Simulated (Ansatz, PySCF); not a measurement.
**Hg2Br2 in two programs**

Hg2Br2 (singlet), relaxed with PySCF 2.14.0, RKS B3LYP, Hg def2-SVP with ECP60, Br def2-SVP; non-relativistic Hamiltonian with scalar-relativistic core potentials where named; density fitting; no spin-orbit coupling:

```xyz
4

Hg    0.0000    0.0000    1.1851
Hg    0.0000    0.0000   -3.2746
Br    2.4434    0.0000    1.1971
Br   -2.4434    0.0000    1.1971
```

There the HOMO–LUMO gap is 4.62 eV. 

The same geometry by Ansatz 0.2.0 (PBE, PAW, a periodic box with 9 Å of vacuum):

| spin-orbit coupling | gap (eV) | largest force component (eV/Å) |
| --- | --- | --- |
| without | 3.26 | 0.36 |

Q: What does the run with spin-orbit coupling give?

A: gap (eV): 3.26, largest force component (eV/Å): 0.44. It took 20 s on 2 threads of Arm Neoverse V1 (shared host), peak memory 2.1 GiB.

The spin-orbit runs use fully relativistic datasets of their own, so changes of a few hundredths of an eV needn't come from the coupling.

A frequency check found unstable modes (1, the lowest at -23 cm⁻¹), so the relaxed geometry is a saddle point, or these are noise.

The two programs differ in functional, so their gaps don't test each other.
